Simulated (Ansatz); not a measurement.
# CHFGa: the cost of one run

The runs use Ansatz 0.2.0, Gaussian basis; cc-pVDZ, all electrons in the functionals, frozen cores in the correlation of double hybrids and RPA.

Plan: wB97M-V, B2PLYP, RPA-PBE, at charge 0, doublet; charge 0, quartet; charge 1, singlet; charge 1, triplet; displaced geometry v1; displaced geometry v2.

21 further runs of the same task are left out: 2 for a known fault of the program, 6 that didn't finish, 13 set aside as unsound or not needed.

### Step 1. The system

The geometry is a PBE0/def2-TZVP stationary point (not a proven minimum). No spin-orbit coupling is included. The filled d shell of Ga may be among the frozen orbitals whatever the setting's name suggests; the logs give the count.

4 atoms, charge 0, spin multiplicity 2.

Atoms are counted from 1 here; the program's logs count them from 0.

Bond lengths: F1–C2 1.349 Å, C2–Ga3 2.047 Å, C2–H4 1.098 Å. Angles: F1–C2–Ga3 120.2°, F1–C2–H4 108.9°, Ga3–C2–H4 131.0°.

No dispersion term is added; wB97M-V holds VV10 nonlocal correlation.

The geometry shown and the zero of energy belong to the point charge 0, doublet. The yardstick, UCCSDT(Q), and other wave-function levels (R restricted, U unrestricted, valence and pair active spaces) come from earlier runs.

### Step 2. wB97M-V, charge 0, doublet

Contents of in.yaml:

```yaml
crystal:
  periodic: [false, false, false]
  atoms:
    - {symbol: F, position_ang: [0.000000, -0.359122, 2.139411]}
    - {symbol: C, position_ang: [0.000000, 0.564320, 1.155573]}
    - {symbol: Ga, position_ang: [0.000000, -0.021978, -0.805262]}
    - {symbol: H, position_ang: [0.000000, 1.564793, 1.607875]}
basis:
  gaussian: {orbitals: cc-pVDZ}
magnetization: {spin_polarized: true, initial_magnetization: 1}
hamiltonian: {xc: {name: wB97M-V}}
output: {forces: true, orbitals: {seedname: orbitals}}
```

Run with:

```bash
$ ansatz run in.yaml --threads 1 --pin off --events-out ev --progress --plain --max-ram 2393MiB
```

What time and memory should one allow on 1 thread of Arm Neoverse V1, shared host?

About 15 s, with a peak of 0.25 GiB.
